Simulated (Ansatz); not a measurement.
# LiTlAgTe2: the cost of one run

Program: Ansatz 0.2.0. Level of theory: DFT r2SCAN, scalar-relativistic, plane waves, PAW. These are calculated values, not measurements.

3 further runs of the same task are left out: 3 set aside as unsound or not needed.

## 1. Starting point

Symmetry: I-4m2, No. 119, tetragonal system. The conventional cell has a = 3.602 Å, b = 3.602 Å, c = 18.515 Å, α = 90.00°, β = 90.00°, γ = 90.00°. Tl (site symmetry -4m2) has 8 Te at 3.56 Å and 4 Tl at 3.60 Å as nearest neighbours. Ag (site symmetry -4m2) is surrounded by 4 Te at 2.79 Å. Around Te (site symmetry 2mm) lie 2 Ag at 2.79 Å and 4 Tl at 3.56 Å.

Coordinates:

```
CELL_PARAMETERS angstrom
-1.80080 1.80080 9.25768
1.80080 -1.80080 9.25768
1.80080 1.80080 -9.25768
ATOMIC_POSITIONS crystal
Tl 0.00000 0.00000 0.00000
Ag 0.75000 0.25000 0.50000
Te 0.36530 0.36530 0.00000
Te 0.63470 0.63470 0.00000
```

It is the result of an earlier relaxation at this level (volume 30.02 Å³/atom; gap on the mesh: none (metal)).

Its energy, with the smearing taken to zero, is -33052.3568 eV for the 4-atom cell on a 12×12×12 mesh; differences below count from it.

## 2. Case: 1 Li put on empty site 1 in one host cell

The empty site lies 2.55 Å from the nearest host atom; the cell of 1 host cell is widened for the start only if the site is tight.

The cell holds 1 Tl, 1 Ag, 2 Te, 1 Li: a = 9.834 Å, b = 9.834 Å, c = 9.834 Å, α = 158.38°, β = 158.38°, γ = 30.76°.

## 3. Probe: one point at the start

File input.yaml:

```yaml
crystal:
  lattice:
    - [-1.8443197242, 1.8443197242, 9.4814295259]
    - [1.8443197242, -1.8443197242, 9.4814295259]
    - [1.8443197242, 1.8443197242, -9.4814295259]
  atoms:
    - { symbol: Tl, position: [0.0, 0.0, 0.0] }
    - { symbol: Ag, position: [0.75, 0.25, 0.5] }
    - { symbol: Te, position: [0.365303867, 0.365303867, 0.0] }
    - { symbol: Te, position: [0.634696133, 0.634696133, 0.0] }
    - { symbol: Li, position: [0.1388888889, 0.1388888889, 0.0] }
basis:
  ecutwfc: 500
kpoints:
  mp_grid: { grid: [8, 8, 8] }
hamiltonian:
  xc: r2scan
scf:
  occupations: { method: gaussian, width: 0.1 }
output:
  forces: true
  stress: true
  eigenvalues: true
```

Run with:

```
> ansatz run input.yaml --threads 2 --pin off --max-ram 5120MiB --backend cpu --events-out ev --progress --plain --runs-dir out
```

**Question.** How long does this run take on 2 threads of AMD EPYC 9R45 (Zen 5), shared host, and how much memory does it need?

About 15 s, with a peak of 0.94 GiB.
